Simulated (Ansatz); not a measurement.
# CH5O2Si: rigid scan of one bond angle, by script

Aim: a rigid scan of one bond angle, for CH5O2Si, run from a script.

All numbers are computed with Ansatz 0.2.0 through its Python package. Level of theory: CAM-B3LYP/6-31G*.

## (1) The system

Bond lengths: C1–Si2 1.787 Å, Si2–O3 1.643 Å, Si2–O4 1.644 Å, C1–H5 1.113 Å, C1–H6 1.165 Å, C1–H7 1.081 Å, O3–H8 0.947 Å, O4–H9 1.015 Å. Angles: C1–Si2–O3 111.1°, C1–Si2–O4 115.9°, O3–Si2–O4 106.9°, Si2–C1–H5 115.0°, Si2–C1–H6 111.8°, Si2–C1–H7 113.7°, H5–C1–H6 103.9°, H5–C1–H7 107.2°, H6–C1–H7 104.3°, Si2–O3–H8 116.3°, Si2–O4–H9 119.0°.

The script holds or builds the structure itself.

## (2) Script

File ch5o2si_bend.py:

```python
"""Bending curve of CH5O2Si."""

import ansatz as az
from ase import Atoms

atoms = Atoms(["C", "Si", "O", "O", "H", "H", "H", "H", "H"], positions=[
    (-0.685, 0.4195, -0.8986),
    (0.7514, 0.077, 0.1079),
    (1.3117, -1.4439, -0.1595),
    (0.5427, 0.2304, 1.7309),
    (-0.5125, 0.371, -1.9967),
    (-1.0876, 1.499, -0.7263),
    (-1.53, -0.2177, -0.6796),
    (1.1067, -2.0889, 0.5036),
    (0.1911, 1.1072, 2.1013),
])

# start the scan from a relaxed geometry
first = az.Crystal.molecule_from_ase(atoms).calculation()
first = first.basis(gaussian="6-31G*")
first = first.functional("cam_b3lyp")
first = first.spin("collinear", total=1).relax(force_tolerance=0.02, max_steps=80)
atoms.positions = first.run(threads=1).report["positions_ang"]

rows = []
for angle in [85, 95, 105, 115, 125, 140, 160]:
    bent = atoms.copy()
    bent.set_angle(1, 2, 7, angle, indices=[7])
    setup = (
        az.Crystal.molecule_from_ase(bent).calculation()
        .basis(gaussian="6-31G*")
        .functional("cam_b3lyp")
        .spin("collinear", total=1)
    )
    rows.append((angle, setup.run(threads=1).report["free_energy_ev"]))
floor = min(e for _, e in rows)
for angle, e in rows:
    print(f"angle Si1-O2-H7 = {angle:3d} deg   {1000 * (e - floor):9.1f} meV")
```

## (3) The run

Started as:

```bash
python ch5o2si_bend.py
```

Output:

```text
angle Si1-O2-H7 =  85 deg       449.2 meV
angle Si1-O2-H7 =  95 deg       181.9 meV
angle Si1-O2-H7 = 105 deg        42.5 meV
angle Si1-O2-H7 = 115 deg         0.0 meV
angle Si1-O2-H7 = 125 deg        29.6 meV
angle Si1-O2-H7 = 140 deg       158.1 meV
angle Si1-O2-H7 = 160 deg       369.1 meV
```

It took 98 s on 1 thread of Arm Neoverse V2, shared host; peak memory 0.29 GiB.

## (4) Path of the relaxation of run 0

Step by step:

| step | E - E(step 1) (eV) | largest force component (eV/Å) |
| --- | --- | --- |
| 1 | 0.0000 | 2.5582 |
| 2 | -0.2684 | 1.1713 |
| 3 | -0.3252 | 0.2996 |
| 4 | -0.3343 | 0.1636 |
| 5 | -0.3395 | 0.8609 |
| 6 | -0.3670 | 0.6213 |
| 7 | -0.3809 | 0.2470 |
| 8 | -0.3697 | 0.8285 |
| 9 | -0.3898 | 0.0813 |
| 10 | -0.3887 | 0.3515 |
| 11 | -0.3919 | 0.0245 |
| 12 | -0.3921 | 0.0444 |
| 13 | -0.3902 | 0.1905 |
| 14 | -0.3927 | 0.0109 |

Step 1 is the start. Steps 8, 10, 13 were tried and not accepted.

Before: Bond lengths: C1–Si2 1.787 Å, Si2–O3 1.643 Å, Si2–O4 1.644 Å, C1–H5 1.113 Å, C1–H6 1.165 Å, C1–H7 1.081 Å, O3–H8 0.947 Å, O4–H9 1.015 Å. Angles: C1–Si2–O3 111.1°, C1–Si2–O4 115.9°, O3–Si2–O4 106.9°, Si2–C1–H5 115.0°, Si2–C1–H6 111.8°, Si2–C1–H7 113.7°, H5–C1–H6 103.9°, H5–C1–H7 107.2°, H6–C1–H7 104.3°, Si2–O3–H8 116.3°, Si2–O4–H9 119.0°.

After: Bond lengths: C1–Si2 1.877 Å, Si2–O3 1.658 Å, Si2–O4 1.670 Å, C1–H5 1.093 Å, C1–H6 1.093 Å, C1–H7 1.096 Å, O3–H8 0.966 Å, O4–H9 0.965 Å. Angles: C1–Si2–O3 105.2°, C1–Si2–O4 112.4°, O3–Si2–O4 107.2°, Si2–C1–H5 110.6°, Si2–C1–H6 111.3°, Si2–C1–H7 109.3°, H5–C1–H6 108.4°, H5–C1–H7 108.4°, H6–C1–H7 108.6°, Si2–O3–H8 115.5°, Si2–O4–H9 115.1°.

Run 0 is this relaxation; the runs after it count from 1.

## (5) Run by run

One row for each of the 7 runs:

```csv
run,energy from run 4 (eV),<S²>,SCF cycles,CPU time (s)
1,0.4492,0.75,21,4.2
2,0.1819,0.75,21,4.3
3,0.0425,0.75,21,4.2
4,0.0000,0.75,21,4.2
5,0.0296,0.75,21,4.2
6,0.1581,0.75,21,4.2
7,0.3691,0.75,20,4.2
```

## (6) Summary of results

```
                    quantity                    value
               runs compared                        7
angle Si1-O2-H7 (as printed)  160 deg       369.1 meV
```

In words: All 7 runs converged, in 20 to 21 cycles. Run 0: The relaxation took 10 moves; the largest shift is 0.489 Å, of atom 8 (H). The scan is rigid, and the energies are electronic, in a modest basis. The zero is the lowest point of the grid, which needn't be the minimum. The species is open-shell (spin multiplicity 2).
